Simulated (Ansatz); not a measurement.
# CH5FSSn: the cost of one run

All numbers are computed with Ansatz 0.2.0 through its Python package. Level of theory: MP2/def2-SVPD.

## (1) The system

Bond lengths: C1–Sn2 2.094 Å, Sn2–F3 1.914 Å, Sn2–S4 2.356 Å, C1–H5 1.150 Å, C1–H6 1.168 Å, C1–H7 1.102 Å, Sn2–H8 1.741 Å, S4–H9 1.420 Å. Angles: C1–Sn2–F3 108.5°, C1–Sn2–S4 111.2°, C1–Sn2–H8 108.7°, F3–Sn2–S4 108.1°, F3–Sn2–H8 108.8°, S4–Sn2–H8 111.5°, Sn2–C1–H5 111.1°, Sn2–C1–H6 110.8°, Sn2–C1–H7 113.2°, H5–C1–H6 104.8°, H5–C1–H7 109.1°, H6–C1–H7 107.5°, Sn2–S4–H9 95.7°.

No structure file is read: the coordinates are typed or built in the script.

## (2) Script

Input file run_field.py:

```python
# -*- coding: utf-8 -*-
import ansatz as az
from ase import Atoms
import numpy as np


def main():
    atoms = Atoms(["C", "Sn", "F", "S", "H", "H", "H", "H", "H"], positions=[
        (-0.0625, 0.6057, -1.1745),
        (0.4433, -0.7185, 0.3668),
        (2.0504, -0.0966, 1.1997),
        (-1.2466, -0.8045, 2.0063),
        (-1.0431, 0.2908, -1.6872),
        (-0.2772, 1.6727, -0.7513),
        (0.727, 0.7052, -1.9373),
        (0.7421, -2.2891, -0.3236),
        (-1.2449, 0.588, 2.284),
    ])
    molecule = az.Crystal.molecule_from_ase(atoms)

    calc = (
        molecule.calculation()
        .basis(gaussian="def2-SVPD")
        .correlation("mp2")
        .forces()
    )
    centre = np.mean([site.position_ang for site in molecule.cartesian_sites], axis=0)
    field = 2 * 14.399645 * 4.0 / 40.0 ** 2


    def dipole(axis, sign):
        arm = 40.0 * np.eye(3)[axis]
        pair = [{"charge": sign * 4.0, "position_ang": (centre - arm).tolist()}, {"charge": -sign * 4.0, "position_ang": (centre + arm).tolist()}]
        deck = calc.input().set(az.key.basis.gaussian.point_charges, pair)
        return np.array(az.Session.from_dict(deck).plan().execute().report["charge_distribution"]["dipole_moment_e_ang"])


    print(f"field {field:.4f} V/A")
    alpha = np.array([(dipole(axis, 1) - dipole(axis, -1)) / (2 * field) * 14.399645 for axis in range(3)])
    print("polarisability tensor (A^3)")
    print(np.array2string(alpha, precision=3, suppress_small=True))
    print(f"mean {np.trace(alpha) / 3:.3f} A^3 = {np.trace(alpha) / 3 / 0.14818471:.2f} bohr^3")


if __name__ == "__main__":
    main()
```

## (3) The calls as engine input

The package turns the script's settings into the engine's input (first run):

```yaml
crystal:
  periodic: [false, false, false]
  atoms:
    - { symbol: C, position_ang: [-0.0625, 0.6057, -1.1745] }
    - { symbol: Sn, position_ang: [0.4433, -0.7185, 0.3668] }
    - { symbol: F, position_ang: [2.0504, -0.0966, 1.1997] }
    - { symbol: S, position_ang: [-1.2466, -0.8045, 2.0063] }
    - { symbol: H, position_ang: [-1.0431, 0.2908, -1.6872] }
    - { symbol: H, position_ang: [-0.2772, 1.6727, -0.7513] }
    - { symbol: H, position_ang: [0.727, 0.7052, -1.9373] }
    - { symbol: H, position_ang: [0.7421, -2.2891, -0.3236] }
    - { symbol: H, position_ang: [-1.2449, 0.588, 2.284] }
basis:
  gaussian:
    orbitals: def2-SVPD
    point_charges:
      - { charge: 4.0, position_ang: [-39.99016666666667, -0.005144444444444433, -0.0019000000000000128] }
      - { charge: -4.0, position_ang: [40.00983333333333, -0.005144444444444433, -0.0019000000000000128] }
correlation:
  method: mp2
output:
  forces: true
```

## (4) The run

Launch:

```
$ python run_field.py
```

**Question.** How long does this script take on 1 thread of Arm Neoverse V1, shared host, and how much memory does it need?

About 78 s, with a peak of 0.55 GiB.
